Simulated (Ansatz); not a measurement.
# HfSnO4: the cell at several levels of theory

Aim: relax HfSnO4 in the rutile host structure with PBE, r2SCAN and PBEsol and see how far the functionals disagree on the cell. This is a trial cell built on a prototype, not taken from a measured structure, and it needn't be the compound's ground state.

Code: Ansatz 0.2.0. PAW datasets, plane waves, zero pressure. No spin polarisation and no zero-point or thermal motion; the cell was built from a prototype and may be hypothetical.

**1. The cell**

This is the cell as the run starts from it, not yet at rest; its lengths are not the crystal's.

The symmetry is Cmmm (No. 65, orthorhombic); a = 7.069 Å, b = 7.069 Å, c = 3.365 Å in the conventional setting, 14.01 Å³ an atom. Hf has 6 O at 2.16–2.17 Å; Sn has 6 O at 2.16–2.17 Å; O has 1 Hf at 2.16 Å and 2 Sn at 2.17 Å; O has 1 Sn at 2.16 Å and 2 Hf at 2.17 Å.

Coordinates:

```
CELL_PARAMETERS angstrom
3.53463 -3.53463 0.00000
3.53463 3.53463 0.00000
0.00000 0.00000 3.36496
ATOMIC_POSITIONS crystal
Hf 0.50000 0.50000 0.50000
Sn 0.00000 0.00000 0.00000
O 0.19403 0.19403 0.50000
O 0.80597 0.80597 0.50000
O 0.69403 0.30597 0.00000
O 0.30597 0.69403 0.00000
```

**2. PBE: cell and atoms**

Input file input.yaml:

```yaml
crystal:
  lattice:
    - [3.53463397, -3.53463397, 0.0]
    - [3.53463397, 3.53463397, 0.0]
    - [0.0, 0.0, 3.36495885]
  atoms:
    - { symbol: Hf, position: [0.5, 0.5, 0.5] }
    - { symbol: Sn, position: [0.0, 0.0, 0.0] }
    - { symbol: O, position: [0.1940277, 0.1940277, 0.5] }
    - { symbol: O, position: [0.8059723, 0.8059723, 0.5] }
    - { symbol: O, position: [0.6940277, 0.3059723, 0.0] }
    - { symbol: O, position: [0.3059723, 0.6940277, 0.0] }
kpoints:
  mp_grid: { grid: [6, 6, 8] }
hamiltonian:
  xc: pbe
scf:
  occupations: { method: fermi_dirac, width: 0.02 }
relax:
  f_tol: 0.005
  cell: {}
output:
  write_density: true
  write_potential: true
  elf: true
  volumetric_format: npy
```

On the command line:

```console
$ ansatz run input.yaml --threads 2 --pin off --max-ram 29491MiB --backend cpu --events-out ev --progress --plain --runs-dir out
```

The runs that follow: Relaxation with r2SCAN; Relaxing with PBEsol.

Q: Predict the outcome of this session. Wanted: for each run, a; b; c; volume; space group; SCF geometries.

As calculated:

| level | a (Å) | b (Å) | c (Å) | volume (Å³/atom) | space group | SCF geometries |
| --- | --- | --- | --- | --- | --- | --- |
| PBE | 6.858 | 6.910 | 3.228 | 12.747 | Cmmm | 9 |
| r2SCAN | 6.779 | 6.830 | 3.201 | 12.353 | Cmmm | 6 |
| PBEsol | 6.785 | 6.836 | 3.198 | 12.362 | Cmmm | 8 |

**Reading.** The first relaxation changed the volume by -9.0 % from the start. r2SCAN gives the smallest cell and PBE the largest; they differ by 3.2 % in volume, a mean of 1.1 % in length.
